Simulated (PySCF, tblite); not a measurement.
# C₇H₈FS radical: geometry, infrared bands and EPR parameters

Wanted: the infrared bands and EPR parameters of C₇H₈FS radical (`FCC1=CC=C(S)C[CH]1`), by calculation.

Programs: tblite 0.8.0 and PySCF 2.14.0, with density-fitted response routines of our own. Each step states its level of theory. These are calculated values for one molecule in the gas phase, unless marked as measured. Atoms count from 0, in the outputs and in this text.

## (1) The molecule as given

17 atoms, charge 0, multiplicity 2; geometry from: force field or distance geometry start.

Bonds of the start (Å): F0–C1 1.39, C1–C2 1.48, C2–C3 1.32, C3–C4 1.46, C4–C5 1.33, C5–S6 1.80, C5–C7 1.48, C7–C8 1.48, C8–C2 1.48, C1–H9 1.13, C1–H10 1.10, C3–H11 1.09, C4–H12 1.09, S6–H13 1.42, C7–H14 1.13, C7–H15 1.12, C8–H16 1.12.

## (2) Optimising the geometry with GFN2-xTB

What the job is given:

```
{"job": {"kind": "relax", "xc": "GFN2-xTB", "basis": "xTB"}, "charge": 0, "multiplicity": 2}
F      3.012500     1.077700     1.091000
C      2.568400     0.256800     0.061300
C      1.097300     0.074700     0.110300
C      0.412200     0.708700     1.045400
C     -1.034500     0.535100     1.103000
C     -1.652900    -0.217600     0.203900
S     -3.444800    -0.387700     0.294900
C     -0.976000    -0.948000    -0.884400
C      0.498200    -0.788600    -0.929900
H      3.075300    -0.728600     0.258400
H      2.901400     0.581000    -0.935900
H      0.958200     1.310100     1.768500
H     -1.650000     1.022900     1.858000
H     -4.070700     0.626100    -0.477900
H     -1.425400    -0.549900    -1.840500
H     -1.176200    -2.045400    -0.792800
H      0.900000    -0.515200    -1.943200
```

Started as:

```bash
$ OMP_NUM_THREADS=1 python probes_run.py task.json out
```

One launch serves the whole session: the jobs run in the order shown.

**Question.** This job is followed by: GFN2-xTB harmonic vibrations, gas phase; UKS B3LYP, pcH-1 on C F H S, non-relativistic, mean-field spin-orbit, GIAO. Predict these results of the whole session: strongest single infrared mode (GFN2-xTB); zero-point energy (GFN2-xTB); g(iso) (B3LYP); ⟨S²⟩; largest a(iso) (averaged by class); potential on the surface of density 0.002 e/bohr³, 1st and 99th percentile.

As calculated:

| quantity | value |
| --- | --- |
| strongest single infrared mode (GFN2-xTB) | 2415 cm⁻¹, 93 km/mol |
| zero-point energy (GFN2-xTB) | 78.1 kcal/mol |
| g(iso) (B3LYP) | 2.00349 |
| ⟨S²⟩ | 0.783 (exact 0.75) |
| largest a(iso) (averaged by class) | 1H on H14, H15, 134.7 MHz |
| potential on the surface of density 0.002 e/bohr³, 1st and 99th percentile | -1.16 V and 1.47 V |

**Reading.** Over 143 steps the energy fell by 1.377 eV; of the close pairs, C2–C8 changed most, 1.479 to 1.354 Å. All 45 modes are real, so the xTB geometry is a minimum. The strongest single mode, at 2415 cm⁻¹, moves mainly H13. GFN2-xTB is a fitted tight-binding method: band positions and strengths are rough. Its intensities can rank the bands wrongly. The largest spin populations lie on C3 (0.54 e), C5 (0.41 e), C8 (0.38 e). The isotropic g lies 1.2 ppt above the free-electron value. These values are for one conformer; the search (at its own cheap level) found 1 more, at 0.37 kcal/mol, and measured spectra average over such forms.
